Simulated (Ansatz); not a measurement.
Runs of Ansatz 0.2.0 on Fe4Si. Symmetry: Fmmm, No. 69, orthorhombic system. Conventional cell: a = 3.044 Å, b = 4.055 Å, c = 18.933 Å, α = 90.00°, β = 90.00°, γ = 90.00°. Around Fe (site symmetry mm2) lie 2 Si at 2.34 Å and 6 Fe at 2.49 to 2.54 Å. Fe (site symmetry mm2) has 12 Fe at 2.49 to 2.83 Å as nearest neighbours. Si (site symmetry mmm) has 4 Fe at 2.34 Å and 4 Si at 2.54 Å as nearest neighbours. The cell comes from a database or a generator and needn't be the stable form of this composition.

```csv
task,level,potentials or basis,cell,cutoff (eV),gap on the mesh (eV),pressure (GPa),moment (μB),relaxed volume (Å³/atom),largest force (eV/Å)
single point,PBEsol,Ansatz PAW,as given,420,none,-9.2,8.81,-,0.06
single point,PBE,Ansatz PAW,as given,420,none,-1.2,8.84,-,0.04
relaxation of cell and atoms,r2SCAN,Ansatz PAW,relaxed,500,none,0.0,9.84,11.62,-
relaxation of cell and atoms,LDA,Ansatz PAW,relaxed,420,none,0.0,(a),10.61,-
relaxation of cell and atoms,PBEsol,Ansatz PAW,relaxed,420,none,0.0,8.38,11.07,-
single point,PBEsol,Ansatz PAW earlier set,as given,844,none,-9.2,8.81,-,0.06
relaxation of cell and atoms,PBE,Ansatz PAW,relaxed,420,none,0.0,(d),11.60,-
single point,PBEsol,JTH PAW,as given,1320,none,(b),8.84,-,(c)
single point,PBEsol,PseudoDojo stringent (PBEsol files),as given,1605,none,-8.9,8.93,-,0.08
single point,PBEsol,PseudoDojo standard (PBEsol files),as given,1225,none,-8.3,9.04,-,0.08
```

Alike in all rows: spin collinear, ferromagnetic start; k mesh 11 × 11 × 11; smearing fermi-dirac 0.05 eV.

Estimate the missing entries.

(a) 7.64; (b) -9.6; (c) 0.07; (d) 8.80.

Caveats: the PAW data sets come from PBE, with cores solved anew for the run's functional, which leaves a small shift of forces and pressure (some runs); the plane-wave basis is chosen anew once the cell has moved, so the energies of steps on either side of that aren't comparable (some runs); the magnetic or orbital state may not be the lowest (some runs).

A k mesh can miss the band edges.

A gap of «none» marks a metal or a gap under the smearing width.

Not every run made on this cell is shown here.
